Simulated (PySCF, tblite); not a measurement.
**C₃H₅BO₂Se+ (doublet): geometry, infrared bands and EPR parameters**

What infrared bands and EPR parameters should C₃H₅BO₂Se+ (doublet) (`C=C1OBOC[Se+]1`) show?

Computed with tblite 0.8.0 and PySCF 2.14.0, with density-fitted response routines of our own, on a single molecule in the gas phase. Atoms count from 0, in the outputs and in this text.

## Step 1: The starting structure

12 atoms, charge 1, multiplicity 2; geometry from: force field or distance geometry start.

Bonds of the start (Å): C0–C1 1.34, C1–O2 1.38, O2–B3 1.50, B3–O4 1.48, O4–C5 1.40, C5–Se6 1.96, Se6–C1 1.94, C0–H7 1.09, C0–H8 1.08, B3–H9 1.18, C5–H10 1.11, C5–H11 1.12.

## Step 2: Relaxing the molecule with GFN2-xTB

Job settings and geometry (Å):

```
{"job": {"kind": "relax", "xc": "GFN2-xTB", "basis": "xTB"}, "charge": 1, "multiplicity": 2}
C      2.340800     0.427700     0.390500
C      1.081400     0.188400    -0.005000
O      0.235600     1.255200    -0.238500
B     -1.205200     1.086100    -0.616400
O     -1.707300    -0.249000    -0.996400
C     -1.384000    -1.170300     0.004600
Se     0.505900    -1.652500    -0.164400
H      2.685900     1.454400     0.506900
H      3.021400    -0.384900     0.601000
H     -1.972900     1.952000    -0.389700
H     -1.977700    -2.092800    -0.158500
H     -1.622800    -0.815000     1.039800
```

Command:

```sh
> OMP_NUM_THREADS=1 python probes_run.py task.json out
```

This one command runs all jobs of the session in turn.

**Question.** This job is followed by: GFN2-xTB harmonic vibrations, gas phase; UKS B3LYP, def2-TZVP-core on Se, pcH-1 on B C H O, non-relativistic, mean-field spin-orbit, GIAO. Predict these results of the whole session: strongest single infrared mode (GFN2-xTB); zero-point energy (GFN2-xTB); g(iso) (B3LYP); ⟨S²⟩; largest a(iso) (averaged by class).

The runs gave:

| quantity | value |
| --- | --- |
| strongest single infrared mode (GFN2-xTB) | 1190 cm⁻¹, 233 km/mol |
| zero-point energy (GFN2-xTB) | 48.7 kcal/mol |
| g(iso) (B3LYP) | 2.03800 |
| ⟨S²⟩ | 0.764 (exact 0.75) |
| largest a(iso) (averaged by class) | 13C on C0, 38.4 MHz |

Relaxing lowered the energy by 1.075 eV in 76 steps; the close pair that moved most is B3–O4, from 1.476 to 1.328 Å. All 30 modes are real, so the xTB geometry is a minimum. The strongest single mode, at 1190 cm⁻¹, is spread over several atoms, H10, O2, C1 among them. GFN2-xTB is a fitted tight-binding method: band positions and strengths are rough. Its intensities can rank the bands wrongly. The largest spin populations lie on Se6 (0.54 e), C0 (0.52 e). The isotropic g lies 35.7 ppt above the free-electron value. The hyperfine terms hold no scalar relativity, which the heavier nuclei need.
